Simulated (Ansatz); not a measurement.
# NaBe2: the cost of one run

Computed with Ansatz 0.2.0 (DFT PBE, scalar-relativistic, plane waves, PAW, unless a step's input says otherwise).

**1. The system as given**

The structure is tetragonal, space group P4/nmm (No. 129). Conventional cell: a = 4.606 Å, b = 4.606 Å, c = 4.353 Å, α = 90.00°, β = 90.00°, γ = 90.00°. Na (site symmetry 4mm) has 4 Be at 2.33 Å as nearest neighbours. Be (site symmetry 2mm) has 1 Be at 1.45 Å as nearest neighbours.

Coordinates:

```
CELL_PARAMETERS angstrom
4.60580 0.00000 0.00000
0.00000 4.60580 0.00000
0.00000 0.00000 4.35275
ATOMIC_POSITIONS crystal
Na 0.00000 0.50000 0.25000
Na 0.50000 0.00000 0.75000
Be 0.00000 0.00000 0.33333
Be 0.50000 0.50000 0.33333
Be 0.00000 0.00000 0.66667
Be 0.50000 0.50000 0.66667
```

This is candidate A: random cell with space group P4/nmm (No. 129).

**2. Rough relaxation on the coarse mesh (candidate A)**

input.yaml reads:

```yaml
crystal:
  lattice:
    - [4.6058009134, 0.0, 0.0]
    - [0.0, 4.6058009134, 0.0]
    - [0.0, 0.0, 4.3527471357]
  atoms:
    - { symbol: Na, position: [0.0, 0.5, 0.25] }
    - { symbol: Na, position: [0.5, 0.0, 0.75] }
    - { symbol: Be, position: [0.0, 0.0, 0.3333333333] }
    - { symbol: Be, position: [0.5, 0.5, 0.3333333333] }
    - { symbol: Be, position: [0.0, 0.0, 0.6666666667] }
    - { symbol: Be, position: [0.5, 0.5, 0.6666666667] }
basis:
  ecutwfc: 420
kpoints:
  mp_grid: { grid: [4, 4, 4] }
hamiltonian:
  xc: pbe
scf:
  occupations: { method: gaussian, width: 0.1 }
  lower_state_search: "off"
output:
  forces: true
  stress: true
  eigenvalues: true
relax:
  adjacent_minimum: "off"
  f_tol: 0.04
  max_steps: 70
  cell: { stress_tol: 0.4 }
```

Launch:

```
$ ansatz run input.yaml --threads 1 --pin off --max-ram 2560MiB --backend cpu --events-out ev --progress --plain --runs-dir out
```

Q: Estimate wall time and peak memory on 1 thread of Arm Neoverse V2, shared host.

About 27 s, with a peak of 0.36 GiB.
